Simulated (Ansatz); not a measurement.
# C₂H₈InN: up Jacob's ladder to CCSD(T)

How much do the methods differ for C₂H₈InN? The plan is to run it at one geometry with functionals of several rungs and with coupled cluster. The yardstick is the atomisation energy at the CCSD(T) limit.

The runs use Ansatz 0.2.0, Gaussian basis; functionals in def2-TZVPP, the program's frozen cores in correlated methods.

Levels to be run: LDA (SPW92), PBE-D4, revPBE-D4, BLYP-D4, r2SCAN-D4, B97M-V, PBE0-D4, B3LYP-D4, r2SCANh-D4, r2SCAN0-D4, HSE06-D4, BHLYP-D4, CAM-B3LYP-D4, LC-ωPBE, ωB97X-V, ωB97M-V, B2PLYP, PBE-QIDH; CCSD(T)/def2-SVP; CCSD(T)/def2-TZVPP; MP2/def2-QZVPP; extrapolation to the limit; RPA on PBE.

**1. Structure used throughout**

An earlier PBE0-D4 in a triple-zeta def2 set relaxation fixed the geometry. In takes the def2 core potential; no spin-orbit term is included.

12 atoms, charge 0, spin multiplicity 1.

Atoms are counted from 1 here; the program's logs count them from 0.

Bond lengths: C1–In2 2.149 Å, C1–H5 1.091 Å, C1–H6 1.091 Å, C1–H7 1.090 Å, In2–C3 2.149 Å, In2–N4 2.021 Å, C3–H8 1.092 Å, C3–H9 1.090 Å, C3–H10 1.091 Å, N4–H11 1.007 Å, N4–H12 1.007 Å. Angles: In2–C1–H5 110.4°, In2–C1–H6 110.4°, In2–C1–H7 110.4°, H5–C1–H6 107.9°, H5–C1–H7 108.9°, H6–C1–H7 108.8°, C1–In2–C3 131.2°, C1–In2–N4 114.4°, C3–In2–N4 114.4°, In2–C3–H8 110.1°, In2–C3–H9 110.3°, In2–C3–H10 110.8°, H8–C3–H9 108.6°, H8–C3–H10 108.0°, H9–C3–H10 109.0°, In2–N4–H11 124.6°, In2–N4–H12 124.6°, H11–N4–H12 110.8°.

**2. LDA**

This LDA is Slater exchange with PW92 correlation.

Contents of in.yaml:

```yaml
crystal:
  periodic: [false, false, false]
  atoms:
    - {symbol: C, position_ang: [-0.704033, 1.760444, -0.949170]}
    - {symbol: In, position_ang: [-0.031450, -0.059439, -0.025761]}
    - {symbol: C, position_ang: [1.487008, -0.418690, 1.451512]}
    - {symbol: N, position_ang: [-0.992737, -1.721265, -0.656249]}
    - {symbol: H, position_ang: [0.123739, 2.259036, -1.456439]}
    - {symbol: H, position_ang: [-1.098214, 2.445431, -0.196322]}
    - {symbol: H, position_ang: [-1.487741, 1.549569, -1.677260]}
    - {symbol: H, position_ang: [1.159571, -0.044714, 2.423737]}
    - {symbol: H, position_ang: [1.685484, -1.487425, 1.538564]}
    - {symbol: H, position_ang: [2.413291, 0.094176, 1.188068]}
    - {symbol: H, position_ang: [-1.744480, -1.726597, -1.325502]}
    - {symbol: H, position_ang: [-0.810439, -2.650525, -0.315179]}
basis:
  gaussian: {orbitals: def2-TZVPP}
hamiltonian: {xc: lda}
output: {orbitals: {seedname: orbitals}}
```

Launch:

```sh
$ ansatz run in.yaml --threads 4 --pin off --events-out ev --progress --plain --max-ram 10444MiB
```

The runs that follow: PBE-D4 (GGA); revPBE-D4 (GGA); BLYP-D4 (GGA); r2SCAN-D4 (meta-GGA); B97M-V (meta-GGA); B3LYP-D4 (hybrid); r2SCANh-D4 (hybrid); r2SCAN0-D4 (hybrid); HSE06-D4 (hybrid); BHLYP-D4 (hybrid); CAM-B3LYP-D4 (range-separated); LC-ωPBE (range-separated); ωB97X-V (range-separated); ωB97M-V (range-separated); B2PLYP (double hybrid); PBE-QIDH (double hybrid); CCSD(T) in def2-SVP; CCSD(T) in def2-TZVPP; MP2 in def2-QZVPP; RPA on PBE orbitals.

Q: Predict the results of all the runs planned. Wanted: atomisation energy, CCSD(T)/CBS; farthest beyond LDA; mean size of error, GGA; mean size of error, meta-GGA; mean size of error, hybrid; mean size of error, range-separated; mean size of error, double hybrid; gap, smallest and largest; T1 diagnostic.

The runs gave:

| quantity | value |
| --- | --- |
| atomisation energy, CCSD(T)/CBS | 4051.6 kJ/mol |
| functionals within 40.5 kJ/mol (1.0 %) | PBE-D4, r2SCAN-D4, B97M-V, PBE0-D4, B3LYP-D4, HSE06-D4, CAM-B3LYP-D4, LC-ωPBE, ωB97X-V, ωB97M-V |
| farthest beyond LDA | BHLYP-D4 (-120.9 kJ/mol) |
| mean size of error, GGA | 46.6 kJ/mol |
| mean size of error, meta-GGA | 26.7 kJ/mol |
| mean size of error, hybrid | 52.0 kJ/mol |
| mean size of error, range-separated | 7.3 kJ/mol |
| mean size of error, double hybrid | 55.9 kJ/mol |
| gap, smallest and largest | 4.13 eV (BLYP-D4), 10.88 eV (LC-ωPBE) |
| T1 diagnostic | 0.0129 |
| triples share of the correlation energy | 3.5 % |

The LDA atomisation energy is off by 517.5 kJ/mol (13 %): it overbinds. PBE-D4 is off by +29.7 kJ/mol. Double hybrids carry the basis error of their MP2 part in triple zeta, and no dispersion term here, so their miss is partly the set-up's. The rungs range-separated, meta-GGA miss on average by less than the doubt on the reference (40.5 kJ/mol), so they tie. Misses under about 40.5 kJ/mol are within the doubt on the reference itself, which lacks core-valence correlation, spin-orbit coupling and higher excitations, and its outer-core shells are covered unevenly. All levels share the lack of spin-orbit coupling, which lowers the free heavy atoms and so the true binding. Hartree-Fock recovers 72 % of the binding; the rest is correlation. CCSD(T) in def2-SVP is off by -255.7 kJ/mol, so the small basis spoils what the method gains. Orbital gaps span 4.1 to 10.9 eV; exact exchange widens them. Correlated methods include outer-core shells of In, which these sets cover unevenly.
